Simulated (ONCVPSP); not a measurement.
# Hf: generating and testing an ONCV potential

Task: generate the file, and judge it by its errors in other configurations, its logarithmic derivatives, its ghosts and its cutoff.

Method: ONCVPSP 4.0.1, PBE, scalar-relativistic.

## (1) The design

The settings as typed:

* element: hafnium (Hf, Z = 72)
* type: optimised norm-conserving Vanderbilt (ONCV)
* frozen core: [Xe] 4f14
* valence charge: 4
* reference configuration: 5d2 6s2
* partial waves: 6s: rc 2.55 bohr, ncon 4, nbas 8, qcut 2.4 1/bohr, 2 projectors, debl 0.9 Ha; p scattering state at 0.05 Ha: rc 2.85 bohr, ncon 3, nbas 8, qcut 3.2 1/bohr, 2 projectors, debl 0.7 Ha; 5d: rc 2.90 bohr, ncon 4, nbas 9, qcut 4.4 1/bohr, 2 projectors, debl 2 Ha
* local potential: polynomial inside 2.10 bohr (lpopt 5, dvloc0 4 Ha)
* core correction: Teter function, fcfact 3.25, rcfact 1

The nodes and maxima of the atom's own shells, from an earlier all-electron run, set the scale for the radii.

All-electron outer shells of the reference configuration (PBE, scalar-relativistic, ld1.x):

```
shell  level (eV)  outermost node (bohr)  outermost maximum (bohr)
   4f      -16.83                      –                      0.45
   6s       -5.11                   1.37                      2.89
   5d       -2.69                   0.67                      1.69
   6p       -1.40                   1.66                      4.05
```

## (2) Generation

Contents of Hf.dat:

```
# ATOM AND REFERENCE CONFIGURATION
# atsym  z   nc   nv     iexc    psfile
  Hf 72.00   12    2        4      upf
#
#   n    l    f
    1    0    2.00
    2    0    2.00
    2    1    6.00
    3    0    2.00
    3    1    6.00
    3    2   10.00
    4    0    2.00
    4    1    6.00
    4    2   10.00
    4    3   14.00
    5    0    2.00
    5    1    6.00
    5    2    2.00
    6    0    2.00
#
# PSEUDOPOTENTIAL AND OPTIMIZATION
# lmax
    2
#
#   l,   rc,      ep,       ncon, nbas, qcut
    0    2.55    0.00    4    8    2.40
    1    2.85    0.05    3    8    3.20
    2    2.90    0.00    4    9    4.40
#
# LOCAL POTENTIAL
# lloc, lpopt,  rc(5),   dvloc0
    4    5    2.10    4.00
#
# VANDERBILT-KLEINMAN-BYLANDER PROJECTORs
# l, nproj, debl
    0    2    0.90
    1    2    0.70
    2    2    2.00
#
# MODEL CORE CHARGE
# icmod, fcfact, rcfact
    3    3.25    1.00
#
# LOG DERIVATIVE ANALYSIS
# epsh1, epsh2, depsh
   -2.00    5.00    0.02
#
# OUTPUT GRID
# rlmax, drl
    6.00    0.01
#
# TEST CONFIGURATIONS
# ncnf
    4
# nvcnf
#   n    l    f
    2
    5    2    2.00
    6    0    1.00
#
    2
    5    2    2.00
    6    0    0.00
#
    2
    5    2    1.00
    6    0    0.00
#
    2
    5    2    2.50
    6    0    1.50
#
```

On the command line:

```bash
oncvpsp.x < Hf.dat > Hf.out
```

**Question.** What will these runs give? Wanted: cutoffs for 1 and 0.1 mHa per electron, occupied waves; bound ghosts; GHOST(+) flags; largest test error; largest phase difference near zero energy, channels read; rms error of d²Exc/dn², without and with the model core.

The runs gave:

| quantity | value |
| --- | --- |
| cutoffs for 1 and 0.1 mHa per electron, occupied waves | 7.9 Ha and 9.3 Ha |
| bound ghosts | p at -17.24 eV |
| GHOST(+) flags | s at 57 eV |
| largest test error (AE − PS) | +146 meV, for 5d2 6s0 (1 test unsolved) |
| largest phase difference near zero energy, channels read | 0.021 rad |
| rms error of d²Exc/dn², without and with the model core | 10.80 and 7.66 mHa |

What this shows: A bound ghost (p) makes it unfit for use: electrons can fall into a state that the atom doesn't have. The worst unpolarised test, 5d2 6s0, is off by 146 meV on 22.2 eV; by total energies transferability rates as poor. Of the tests 1 gave no usable energy difference, which is a warning in itself. The potential is soft on the atom at that tolerance: the looser tolerance needs 7.9 Ha. At the looser tolerance the 5d wave is the slowest; 6s needs 3 Ha. Near zero energy the phases of the channels with partial waves agree within 0.021 rad. The program also flags highly localised states, GHOST(+) (s).
